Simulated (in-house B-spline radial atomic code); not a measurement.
# Cr²²⁺: a helium-like spectrum by configuration interaction

Question: what is the low spectrum of Cr²²⁺ as two electrons over the core none (bare nucleus)?

Method: configuration interaction of two valence electrons in the frozen-core Dirac-Hartree-Fock potential, then with screened core-valence correlation, Breit and QED (CI+MBPT), no-pair Dirac, B-spline basis. Code: an in-house B-spline radial atomic code, version 1.

## 1. The atom as given

* element: chromium (Z = 24)
* charge: +22
* core: none (bare nucleus)
* nucleus: mass number 52, rms radius 3.645 fm

## 2. The run, and its levels

Settings of the run, as the program recorded them:

```ini
basis_form = 3
Z = 24
core_configuration = 
rms_radius = 3.6452
mass_number = 52
speed_of_light = 137.035999084
box_radius = 3.75
lmax = 6
intervals = 59
virtual_cutoff = 1152.0
```

Run with:

```
python run_mb.py task.json out
```

After this run come: Transitions.

Before running it: what results should come out? Wanted: ground level; ionisation energy; first excited level; strongest line from the ground level; largest CI block.

As calculated:

```
                               quantity                                                          value
                           ground level                                                        1s2 1S0
                      ionisation energy                                 7481.1 eV (plain CI 7489.0 eV)
                    first excited level                                         1s2s 3S1 at 5626.15 eV
   strongest line from the ground level                               1s2p 1P°1, 0.2182 nm, gf = 0.728
                       largest CI block                                                           2746
tabulated theoretical ionisation energy  7481.9 eV (NIST Atomic Spectra Database, ionization energies)
```

**Reading.** The ground level is 1s2 1S0; the corrections beyond plain CI change the ionisation energy by -8.0 eV, to 7481.1 eV. The lowest 12 levels have a mean term purity of 0.98, so LS labels hold well. The spin-changing line from 1s2p 3P°1 has a rate of 2.29e+13 1/s, against 3.40e+14 1/s for the strongest allowed line to the ground level; rates also scale with the cube of the energy, so the ratio isn't the spin rule alone. The tabulated theoretical ionisation energy is 7481.9 eV, so the final value is off by -0.011 %. With no core the corrections are the Breit and QED terms alone; nuclear recoil is left out.
